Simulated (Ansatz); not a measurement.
# Si3Sn: a single-point run

Wanted: a converged single-point run for Si3Sn, and a check of what comes out. The structure is shown as the input types it. The cell is built on a prototype (ordering on diamond) and needn't be the phase found in nature.

Computed with Ansatz 0.2.0 (density functional or hybrid calculation with the settings of its input, plane waves (as first typed), unless a step's input says otherwise).

3 further runs of the same task are left out: 1 for a known fault of the program, 2 that didn't finish.

## (1) The system as given

Symmetry: P-4m2, No. 115, tetragonal system. Conventional cell: a = 4.038 Å, b = 4.038 Å, c = 5.749 Å, α = 90.00°, β = 90.00°, γ = 90.00°. Si (site symmetry 2mm) is surrounded by 2 Si at 2.40 Å and 2 Sn at 2.56 Å. Si (site symmetry -4m2) has 4 Si at 2.40 Å as nearest neighbours. Sn (site symmetry -4m2) has 4 Si at 2.56 Å as nearest neighbours.

Structure file:

```
Si Sn
1.0
     4.03764    0.00000    0.00000
     0.00000    4.03764    0.00000
     0.00000    0.00000    5.74862
Si Sn
3 1
Direct
  0.50000 0.00000 0.77460
  0.50000 0.50000 0.00000
  0.00000 0.50000 0.22540
  0.00000 0.00000 0.50000
```

## (2) Running it

input.yaml reads:

```yaml
crystal:
  lattice:
    - [4.037638911, 0.0, 0.0]
    - [0.0, 4.037638911, 0.0]
    - [0.0, 0.0, 5.7486205295]
  atoms:
    - { symbol: Si, position: [0.5, 0.0, 0.7746010627] }
    - { symbol: Si, position: [0.5, 0.5, 0.0] }
    - { symbol: Si, position: [0.0, 0.5, 0.2253989373] }
    - { symbol: Sn, position: [0.0, 0.0, 0.5] }
kpoints:
  mp_grid: { grid: [4, 4, 4] }
hamiltonian:
  xc: r2scan
scf:
  occupations: { method: fixed }
  n_extra_bands: 5
  max_iter: 69
output:
  forces: true
  stress: true
  eigenvalues: true
basis:
  ecutrho_ratio: 1
```

Started as:

```
ansatz run input.yaml --threads 4 --pin off --max-ram 3686MiB --backend cpu --events-out ev --progress --plain --runs-dir out
```

**Question.** How will this run end, and is anything wrong with its input?

This run ends as converged, with warnings (cutoff below recommended). Its log warns: «basis.ecutrho_ratio = 1 (ecutrho = 500 eV) is below the records' recommended 2000 eV»

The suspect setting: basis.ecutrho_ratio is 1. The grid or cutoff for the density and potential is too coarse for the wavefunction basis: a density holds Fourier components up to twice the waves' wavevector.

The test: delete basis.ecutrho_ratio (the default then holds).
